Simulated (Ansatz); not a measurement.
# C3H8AlN: one species, many methods

An exercise on one series of results from a longer session: the logs are not shown, and one member is left open.

Method: functionals in def2-TZVPP, the program's frozen cores in correlated methods; program: Ansatz 0.2.0, Gaussian basis.

Levels to be run: PBE-D4, r2SCAN-D4, PBE0-D4, B3LYP-D4, ωB97X-V, ωB97M-V, B2PLYP; CCSD(T)/def2-TZVPP; MP2/def2-QZVPP; extrapolation to the limit.

### The geometry

The geometry comes from an earlier relaxation with PBE0-D4 in a triple-zeta def2 set; it is a stationary point, not always the lowest conformer.

13 atoms, charge 0, spin multiplicity 1.

Atoms are counted from 1 here; the program's logs count them from 0.

Bond lengths: C1–C2 1.496 Å, C1–H6 1.094 Å, C1–H7 1.092 Å, C1–H8 1.093 Å, C2–Al3 2.277 Å, C2–C4 1.380 Å, C2–H9 1.092 Å, Al3–C4 2.261 Å, Al3–N5 1.885 Å, Al3–H10 1.586 Å, Al3–H11 1.586 Å, C4–N5 1.348 Å, C4–H12 1.094 Å, N5–H13 1.006 Å. Angles: C2–C1–H6 111.8°, C2–C1–H7 110.9°, C2–C1–H8 111.8°, H6–C1–H7 107.9°, H6–C1–H8 107.1°, H7–C1–H8 107.0°, C1–C2–Al3 136.0°, C1–C2–C4 123.6°, C1–C2–H9 117.0°, Al3–C2–C4 71.7°, Al3–C2–H9 78.9°, C4–C2–H9 116.2°, C2–Al3–C4 35.4°, C2–Al3–N5 67.9°, C2–Al3–H10 111.2°, C2–Al3–H11 109.9°, C4–Al3–N5 36.6°, C4–Al3–H10 104.5° and more.

The first run:

The input, in.yaml:

```yaml
crystal:
  periodic: [false, false, false]
  atoms:
    - {symbol: C, position_ang: [-1.781545, -0.052363, -0.648030]}
    - {symbol: C, position_ang: [-0.588529, -0.000020, 0.253326]}
    - {symbol: Al, position_ang: [1.458096, -0.994589, 0.321395]}
    - {symbol: C, position_ang: [0.375296, 0.985481, 0.188031]}
    - {symbol: N, position_ang: [1.526637, 0.808241, 0.866488]}
    - {symbol: H, position_ang: [-2.699119, 0.236142, -0.125816]}
    - {symbol: H, position_ang: [-1.655318, 0.618490, -1.500745]}
    - {symbol: H, position_ang: [-1.943294, -1.055154, -1.050641]}
    - {symbol: H, position_ang: [-0.653254, -0.549516, 1.195303]}
    - {symbol: H, position_ang: [2.027847, -1.233641, -1.138953]}
    - {symbol: H, position_ang: [1.467132, -2.134726, 1.424485]}
    - {symbol: H, position_ang: [0.274260, 1.798614, -0.536532]}
    - {symbol: H, position_ang: [2.212092, 1.538243, 0.766488]}
basis:
  gaussian: {orbitals: def2-TZVPP}
hamiltonian: {xc: pbe, dispersion: d4}
output: {forces: true, orbitals: {seedname: orbitals}}
```

The run is started by

```
$ ansatz run in.yaml --threads 4 --pin off --events-out ev --progress --plain --max-ram 10444MiB
```

Among the steps run: PBE-D4 (GGA); r2SCAN-D4 (meta-GGA); PBE0-D4 (hybrid); B3LYP-D4 (hybrid); ωB97X-V (range-separated); ωB97M-V (range-separated); B2PLYP (double hybrid); CCSD(T) in def2-TZVPP; MP2 in def2-QZVPP.

One table of the session follows, with a row left open; its other results are not shown here.

```
            method  atomisation energy (kJ/mol)
            PBE-D4                       4920.5
         r2SCAN-D4                       4837.1
           PBE0-D4                       4843.7
          B3LYP-D4                       4830.3
           ωB97X-V                       4835.2
           ωB97M-V                       4839.6
            B2PLYP                       4773.4
     HF/def2-TZVPP                       3511.1
    MP2/def2-TZVPP                       4750.7
   CCSD/def2-TZVPP                       4622.8
CCSD(T)/def2-TZVPP                       4694.2
           MP2/CBS                       4871.6
       CCSD(T)/CBS                            ?
```

Estimate the missing values for CCSD(T)/CBS.

**Answer.** atomisation energy (kJ/mol): 4815.1. In the column «atomisation energy (kJ/mol)» it lies between B2PLYP (4773.4) and B3LYP-D4 (4830.3).

To keep in mind: Free atoms (3 C, 1 Al, 1 N, 8 H) were run apart at each level; the atomisation energy is their sum less the molecule, without zero-point or spin-orbit terms.
